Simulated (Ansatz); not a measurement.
**AlBrH4OSi: small, medium and large basis sets**

Aim: see how fast density functionals converge with the basis set for AlBrH4OSi.

Program: Ansatz 0.2.0, Gaussian basis. Level of theory: one geometry, several basis sets. These are calculated values, not measurements.

Levels to be run: PBE0-D4/def2-SVP; ωB97M-V/def2-SVP; PBE0-D4/def2-QZVPP; ωB97M-V/def2-QZVPP; the functionals' def2-TZVPP values are taken from earlier runs.

## (1) The relaxed structure

The geometry comes from an earlier relaxation with PBE0-D4 in a triple-zeta def2 set; it is a stationary point, not always the lowest conformer.

SMILES `[OH][Al]([SiH3])[Br]`, 8 atoms, charge 0, spin multiplicity 1.

Atoms are counted from 1 here; the program's logs count them from 0.

Bond lengths: O1–Al2 1.687 Å, O1–H5 0.957 Å, Al2–Si3 2.432 Å, Al2–Br4 2.266 Å, Si3–H6 1.489 Å, Si3–H7 1.487 Å, Si3–H8 1.488 Å. Angles: Al2–O1–H5 124.0°, O1–Al2–Si3 120.7°, O1–Al2–Br4 118.7°, Si3–Al2–Br4 120.7°, Al2–Si3–H6 109.7°, Al2–Si3–H7 111.9°, Al2–Si3–H8 109.8°, H6–Si3–H7 108.7°, H6–Si3–H8 107.9°, H7–Si3–H8 108.8°.

## (2) PBE0-D4 in def2-SVP

Input file in.yaml:

```yaml
crystal:
  periodic: [false, false, false]
  atoms:
    - {symbol: O, position_ang: [0.914805, 1.338982, -1.543232]}
    - {symbol: Al, position_ang: [-0.213953, 0.278533, -0.873246]}
    - {symbol: Si, position_ang: [0.111080, -0.631126, 1.358484]}
    - {symbol: Br, position_ang: [-2.042418, -0.275265, -2.091666]}
    - {symbol: H, position_ang: [0.832238, 1.728390, -2.413166]}
    - {symbol: H, position_ang: [-0.968148, -0.142738, 2.260561]}
    - {symbol: H, position_ang: [1.425205, -0.236944, 1.932122]}
    - {symbol: H, position_ang: [0.033390, -2.116933, 1.314245]}
basis:
  gaussian: {orbitals: def2-SVP}
hamiltonian: {xc: pbe0, dispersion: d4}
output: {orbitals: {seedname: orbitals}}
```

Launch:

```console
> ansatz run in.yaml --threads 4 --pin off --events-out ev --progress --plain --max-ram 10444MiB
```

After this run come: ωB97M-V in def2-SVP; PBE0-D4 in def2-QZVPP; ωB97M-V in def2-QZVPP.

**Question.** What will the summary of the whole plan be? Wanted: PBE0-D4: double and triple zeta above quadruple; ωB97M-V: double and triple zeta above quadruple.

**Answer**, as computed:

| quantity | value |
| --- | --- |
| PBE0-D4: double and triple zeta above quadruple | 18.29, 2.02 eV |
| ωB97M-V: double and triple zeta above quadruple | 18.24, 1.95 eV |

For PBE0-D4 the step from double to triple zeta gains 16.26 eV and the next only 2.02 eV. Total energies overstate the basis error of differences, where much of it tends to cancel.
